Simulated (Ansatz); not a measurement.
**C₂H₇GeN: up Jacob's ladder to CCSD(T)**

One table from this session's results is given with a row withheld; the runs are named, their logs left out.

The runs use Ansatz 0.2.0, Gaussian basis; functionals in def2-TZVPP, the program's frozen cores in correlated methods.

Plan: PBE-D4, r2SCAN-D4, PBE0-D4, B3LYP-D4, ωB97X-V, ωB97M-V, B2PLYP; CCSD(T)/def2-TZVPP; MP2/def2-QZVPP; extrapolation to the limit.

## The geometry

An earlier PBE0-D4 in a triple-zeta def2 set relaxation fixed the geometry.

SMILES `C[C](=N)[GeH3]`, 11 atoms, charge 0, spin multiplicity 1.

Atoms are counted from 1 here; the program's logs count them from 0.

Bond lengths: C1–C2 1.496 Å, C1–H5 1.094 Å, C1–H6 1.091 Å, C1–H7 1.094 Å, C2–N3 1.267 Å, C2–Ge4 1.983 Å, N3–H8 1.020 Å, Ge4–H9 1.539 Å, Ge4–H10 1.539 Å, Ge4–H11 1.538 Å. Angles: C2–C1–H5 110.5°, C2–C1–H6 110.2°, C2–C1–H7 110.5°, H5–C1–H6 109.5°, H5–C1–H7 106.7°, H6–C1–H7 109.4°, C1–C2–N3 119.5°, C1–C2–Ge4 117.4°, N3–C2–Ge4 123.1°, C2–N3–H8 112.1°, C2–Ge4–H9 110.7°, C2–Ge4–H10 110.6°, C2–Ge4–H11 107.4°, H9–Ge4–H10 108.4°, H9–Ge4–H11 109.9°, H10–Ge4–H11 109.9°.

Coordinates:

```
C    -0.7613    1.3119    0.3486
C    -0.5459   -0.1479    0.1055
N    -1.5221   -0.9486    0.2149
Ge    1.2858   -0.7328   -0.3795
H    -0.1161    1.6647    1.1592
H    -1.8044    1.5004    0.6063
H    -0.4952    1.8917   -0.5408
H    -1.2498   -1.9133    0.0252
H     2.2833   -0.3732    0.7353
H     1.7463   -0.0518   -1.6800
H     1.2446   -2.2580   -0.5740
```

The first run:

Contents of in.yaml:

```yaml
crystal:
  periodic: [false, false, false]
  atoms:
    - {symbol: C, position_ang: [-0.761299, 1.311899, 0.348562]}
    - {symbol: C, position_ang: [-0.545870, -0.147934, 0.105492]}
    - {symbol: N, position_ang: [-1.522091, -0.948620, 0.214882]}
    - {symbol: Ge, position_ang: [1.285820, -0.732766, -0.379482]}
    - {symbol: H, position_ang: [-0.116103, 1.664714, 1.159167]}
    - {symbol: H, position_ang: [-1.804408, 1.500373, 0.606261]}
    - {symbol: H, position_ang: [-0.495216, 1.891688, -0.540777]}
    - {symbol: H, position_ang: [-1.249828, -1.913348, 0.025159]}
    - {symbol: H, position_ang: [2.283274, -0.373206, 0.735325]}
    - {symbol: H, position_ang: [1.746271, -0.051848, -1.679993]}
    - {symbol: H, position_ang: [1.244647, -2.257951, -0.573995]}
basis:
  gaussian: {orbitals: def2-TZVPP}
hamiltonian: {xc: pbe, dispersion: d4}
output: {forces: true, orbitals: {seedname: orbitals}}
```

Command:

```console
> ansatz run in.yaml --threads 4 --pin off --events-out ev --progress --plain --max-ram 10444MiB
```

Steps of the session up to this table: PBE-D4 (GGA); r2SCAN-D4 (meta-GGA); PBE0-D4 (hybrid); B3LYP-D4 (hybrid); ωB97X-V (range-separated); ωB97M-V (range-separated); B2PLYP (double hybrid); CCSD(T) in def2-TZVPP; MP2 in def2-QZVPP.

One table of the session follows, with a row left open; its other results are not shown here.

It belongs to the step «Atomisation energies». 

| method | atomisation energy (eV) |
| --- | --- |
| PBE-D4 | 40.541 |
| r2SCAN-D4 | ? |
| PBE0-D4 | 39.822 |
| B3LYP-D4 | 39.874 |
| ωB97X-V | 39.966 |
| ωB97M-V | 39.802 |
| B2PLYP | 39.405 |
| HF/def2-TZVPP | 28.346 |
| MP2/def2-TZVPP | 39.107 |
| CCSD/def2-TZVPP | 38.313 |
| CCSD(T)/def2-TZVPP | 38.918 |
| MP2/CBS | 40.029 |
| CCSD(T)/CBS | 39.840 |

Q: Estimate the row for r2SCAN-D4 from the others.

The run gave: atomisation energy (eV): 39.796. In the column «atomisation energy (eV)» it lies between B2PLYP (39.405) and ωB97M-V (39.802).

Caveats from the session: Free atoms (2 C, 1 N, 1 Ge, 7 H) were run apart at each level; the atomisation energy is their sum less the molecule, without zero-point or spin-orbit terms.
